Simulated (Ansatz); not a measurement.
Geometry optimisation, DFT PBE, scalar-relativistic, plane waves, PAW in Ansatz.

input.yaml

```yaml
crystal:
  lattice:
    - [6.933702, 0.0, 0.0]
    - [-4.642831, 6.558631, 0.0]
    - [0.0, 0.0, 15.2212]
  atoms:
    - { symbol: Ba, position: [0.0, 0.0, 0.06569784] }
    - { symbol: Ti, position: [0.49374985, 0.99066602, 0.06800292] }
    - { symbol: O, position: [0.7543327, 0.1331154, 0.15630245] }
    - { symbol: O, position: [0.49735877, 0.75275563, 0.06667193] }
    - { symbol: O, position: [0.25209477, 0.87307322, 0.15712782] }
    - { symbol: Ba, position: [0.9999999, 0.49999999, 0.06569784] }
    - { symbol: Ti, position: [0.49374989, 0.49066603, 0.06800292] }
    - { symbol: O, position: [0.75433267, 0.63311538, 0.15630245] }
    - { symbol: O, position: [0.4973588, 0.25275564, 0.06667193] }
    - { symbol: O, position: [0.2520948, 0.37307323, 0.15712782] }
    - { symbol: Ba, position: [0.49596376, 0.24726179, 0.25159159] }
    - { symbol: Ti, position: [0.98971368, 0.23792784, 0.25389667] }
    - { symbol: O, position: [0.25029653, 0.38037718, 0.3421962] }
    - { symbol: O, position: [0.99332259, 1.745e-05, 0.25256567] }
    - { symbol: O, position: [0.74805859, 0.12033503, 0.34302157] }
    - { symbol: Ba, position: [0.49596373, 0.74726177, 0.25159159] }
    - { symbol: Ti, position: [0.98971364, 0.73792782, 0.25389667] }
    - { symbol: O, position: [0.2502965, 0.88037717, 0.3421962] }
    - { symbol: O, position: [0.99332256, 0.50001743, 0.25256567] }
    - { symbol: O, position: [0.74805856, 0.62033502, 0.34302157] }
    - { symbol: F, position: [0.5821379, 0.20701575, 0.42711481] }
    - { symbol: F, position: [0.41621725, -0.20630352, 0.42711481] }
basis:
  ecutwfc: 420.0
kpoints:
  mp_grid: { grid: [3, 2, 1] }
hamiltonian:
  xc: pbe
  pseudopotentials: { kind: paw, azcp: { folder: soft_1 } }
scf:
  occupations: { method: gaussian, width: 0.05 }
  lower_state_search: "off"
relax:
  f_tol: 0.03
  max_steps: 60
  adjacent_minimum: "off"
  constraints: [{ sites: [0, 1, 3, 5, 6, 8] }]
```

Launched with:

```bash
$ ansatz run input.yaml --threads 4 --pin off --max-ram 10240MiB --backend cpu --events-out ev --progress --plain --runs-dir out
```

Where does it end, and by what steps?

The run converged. Limits of this set-up: coarse k mesh, thin slab, slab without dipole correction, no dispersion correction for a molecule that may bind weakly. After 26 steps the energy has fallen by 12.297 eV; Ba11 moved furthest, 2.55 Å. Parted: Ba1–Ba11 (3.99 → 6.00 Å), Ti2–Ba11 (3.47 → 5.77 Å), O3–Ba11 (2.84 → 5.20 Å), O5–Ba11 (2.84 → 5.06 Å), Ba6–Ba11 (4.02 → 6.14 Å), Ti7–Ba11 (3.42 → 5.64 Å).

```json
{"step": "0", "energy less start (eV)": "0.0000", "largest force component (eV/Å)": "6.403", "accepted": "yes"}
{"step": "1", "energy less start (eV)": "-3.7597", "largest force component (eV/Å)": "5.304", "accepted": "yes"}
{"step": "2", "energy less start (eV)": "-7.8423", "largest force component (eV/Å)": "2.150", "accepted": "yes"}
{"step": "3", "energy less start (eV)": "-8.9764", "largest force component (eV/Å)": "0.619", "accepted": "yes"}
{"step": "4", "energy less start (eV)": "-9.3254", "largest force component (eV/Å)": "0.528", "accepted": "yes"}
{"step": "5", "energy less start (eV)": "-9.5856", "largest force component (eV/Å)": "0.547", "accepted": "yes"}
{"step": "6", "energy less start (eV)": "-9.8000", "largest force component (eV/Å)": "0.526", "accepted": "yes"}
{"step": "7", "energy less start (eV)": "-10.0026", "largest force component (eV/Å)": "0.564", "accepted": "yes"}
{"step": "8", "energy less start (eV)": "-10.2403", "largest force component (eV/Å)": "0.705", "accepted": "yes"}
{"step": "9", "energy less start (eV)": "-10.5211", "largest force component (eV/Å)": "0.765", "accepted": "yes"}
{"step": "10", "energy less start (eV)": "-10.8145", "largest force component (eV/Å)": "0.622", "accepted": "yes"}
{"step": "11", "energy less start (eV)": "-11.0972", "largest force component (eV/Å)": "0.577", "accepted": "yes"}
{"step": "12", "energy less start (eV)": "-11.3357", "largest force component (eV/Å)": "0.479", "accepted": "yes"}
{"step": "13", "energy less start (eV)": "-11.5407", "largest force component (eV/Å)": "0.334", "accepted": "yes"}
{"step": "14", "energy less start (eV)": "-11.7969", "largest force component (eV/Å)": "0.569", "accepted": "yes"}
{"step": "15", "energy less start (eV)": "-12.0003", "largest force component (eV/Å)": "0.524", "accepted": "yes"}
{"step": "16", "energy less start (eV)": "-12.1261", "largest force component (eV/Å)": "0.370", "accepted": "yes"}
{"step": "17", "energy less start (eV)": "-12.1887", "largest force component (eV/Å)": "0.196", "accepted": "yes"}
{"step": "18", "energy less start (eV)": "-12.2265", "largest force component (eV/Å)": "0.351", "accepted": "yes"}
{"step": "19", "energy less start (eV)": "-12.2538", "largest force component (eV/Å)": "0.259", "accepted": "yes"}
{"step": "20", "energy less start (eV)": "-12.2725", "largest force component (eV/Å)": "0.178", "accepted": "yes"}
{"step": "21", "energy less start (eV)": "-12.2848", "largest force component (eV/Å)": "0.091", "accepted": "yes"}
{"step": "22", "energy less start (eV)": "-12.2880", "largest force component (eV/Å)": "0.138", "accepted": "yes"}
{"step": "23", "energy less start (eV)": "-12.2938", "largest force component (eV/Å)": "0.056", "accepted": "yes"}
{"step": "24", "energy less start (eV)": "-12.2952", "largest force component (eV/Å)": "0.067", "accepted": "yes"}
{"step": "25", "energy less start (eV)": "-12.2963", "largest force component (eV/Å)": "0.030", "accepted": "yes"}
{"step": "26", "energy less start (eV)": "-12.2969", "largest force component (eV/Å)": "0.027", "accepted": "yes"}
```

```xyz
22
Lattice="6.9337 0.0000 0.0000 -4.6428 6.5586 0.0000 0.0000 0.0000 15.2212" Properties=species:S:1:pos:R:3
Ba 0.000 0.000 1.000
Ti -1.176 6.497 1.035
O 4.662 0.872 1.911
O -0.046 4.937 1.015
O -2.404 5.713 1.978
Ba 4.612 3.279 1.000
Ti 1.145 3.218 1.035
O 2.352 4.132 1.942
O 2.275 1.658 1.015
O -0.083 2.419 1.949
Ba 2.100 1.658 6.368
Ti 5.558 1.532 4.051
O -0.253 2.258 5.155
O 6.703 -0.240 3.520
O 4.331 0.781 5.026
Ba -0.275 4.808 4.562
Ti 3.123 4.687 3.845
O -2.843 5.745 5.248
O 4.593 3.365 3.507
O 2.109 3.841 4.903
F 2.102 1.835 8.671
F 2.223 -1.700 6.369
```

The run took 5.9 min on 4 threads of Arm Neoverse V1, with other jobs on the host, peak memory 1.7 GiB.
